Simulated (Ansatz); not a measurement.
# C2H3AlTe: basis-set convergence

An exercise on one series of results from a longer session: the logs are not shown, and one member is left open.

The runs use Ansatz 0.2.0, Gaussian basis; one geometry, several basis sets.

Levels to be run: PBE0-D4/def2-SVP; ωB97M-V/def2-SVP; PBE0-D4/def2-QZVPP; ωB97M-V/def2-QZVPP; the functionals' def2-TZVPP values are taken from earlier runs.

## The geometry

The geometry comes from an earlier relaxation with PBE0-D4 in a triple-zeta def2 set; it is a stationary point, not always the lowest conformer. Te takes the def2 core potential; no spin-orbit term is included.

7 atoms, charge 0, spin multiplicity 1.

Atoms are counted from 1 here; the program's logs count them from 0.

Bond lengths: Te1–C2 2.083 Å, Te1–H5 1.657 Å, C2–C3 1.367 Å, C2–Al4 1.866 Å, C3–Al4 1.849 Å, C3–H6 1.088 Å, Al4–H7 1.567 Å. Angles: C2–Te1–H5 93.8°, Te1–C2–C3 129.1°, Te1–C2–Al4 163.1°, C3–C2–Al4 67.7°, C2–C3–Al4 69.1°, C2–C3–H6 129.6°, Al4–C3–H6 161.3°, C2–Al4–C3 43.2°, C2–Al4–H7 156.5°, C3–Al4–H7 160.3°.

Geometry (Å):

```xyz
7

Te   -2.35107    0.20839    0.04309
C    -0.27985   -0.00900    0.06536
C     0.52760   -0.48223    1.06213
Al    1.52231    0.00005   -0.42005
H    -2.38153    0.81832   -1.49750
H     0.26502   -0.84534    2.05331
H     2.75873    0.24172   -1.35205
```

Set-up of the first run:

in.yaml reads:

```yaml
crystal:
  periodic: [false, false, false]
  atoms:
    - {symbol: Te, position_ang: [-2.351071, 0.208389, 0.043092]}
    - {symbol: C, position_ang: [-0.279846, -0.009003, 0.065364]}
    - {symbol: C, position_ang: [0.527596, -0.482230, 1.062133]}
    - {symbol: Al, position_ang: [1.522310, 0.000047, -0.420050]}
    - {symbol: H, position_ang: [-2.381533, 0.818320, -1.497501]}
    - {symbol: H, position_ang: [0.265018, -0.845337, 2.053311]}
    - {symbol: H, position_ang: [2.758727, 0.241716, -1.352049]}
basis:
  gaussian: {orbitals: def2-SVP}
hamiltonian: {xc: pbe0, dispersion: d4}
output: {orbitals: {seedname: orbitals}}
```

Command:

```sh
$ ansatz run in.yaml --threads 2 --pin off --events-out ev --progress --plain --max-ram 4352MiB
```

Steps of the session up to this table: PBE0-D4 in def2-SVP; ωB97M-V in def2-SVP; PBE0-D4 in def2-QZVPP; ωB97M-V in def2-QZVPP.

One table of the session follows, with a row left open; its other results are not shown here.

| functional | basis | HOMO (eV) |
| --- | --- | --- |
| PBE0-D4 | def2-SVP | -5.96 |
| PBE0-D4 | def2-TZVPP | ? |
| PBE0-D4 | def2-QZVPP | -6.05 |
| ωB97M-V | def2-SVP | -7.93 |
| ωB97M-V | def2-TZVPP | -8.04 |
| ωB97M-V | def2-QZVPP | -8.06 |

**Question.** Estimate the row for PBE0-D4, def2-TZVPP.

The run gave: HOMO (eV): -6.04. In the column «HOMO (eV)» it lies between PBE0-D4, def2-QZVPP (-6.05) and PBE0-D4, def2-SVP (-5.96).
